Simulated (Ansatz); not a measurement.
# NbCd3 (Pm-3m) in Ansatz: equation of state

Aim: energy against volume of NbCd3 in PBEsol, for its equilibrium volume and stiffness.

Everything below comes from runs of Ansatz 0.2.0. Logs are shortened: lines on timing, memory, paths and dates and some standing lists are left out, and cuts for length are marked.

## (1) The crystal as given

It takes space group Pm-3m (No. 221, cubic). Conventional cell: a = 4.215 Å, b = 4.215 Å, c = 4.215 Å, α = 90.00°, β = 90.00°, γ = 90.00°. Around Cd (site symmetry 4/mmm) lie 8 Cd at 2.98 Å and 4 Nb at 2.98 Å. Around Nb (site symmetry m-3m) lie 12 Cd at 2.98 Å.

## (2) Equation of state, PBEsol

Potentials or basis: all-electron LAPW, scalar-relativistic.

No new run: the results of the series are fitted here.

Results:

```yaml
Equilibrium_volume: 18.94 Å³/atom
Bulk_modulus: 111 GPa
Pressure_derivative_of_the_bulk_modulus: 5.0
```

Energy against volume, from the lowest point:
```csv
volume (Å³/atom),energy (meV/atom)
17.598,38.01
17.972,18.79
18.347,6.56
18.721,0.52
19.096,0.00
19.470,4.36
19.844,13.06
```

Zero-point motion and thermal expansion aren't in these numbers.
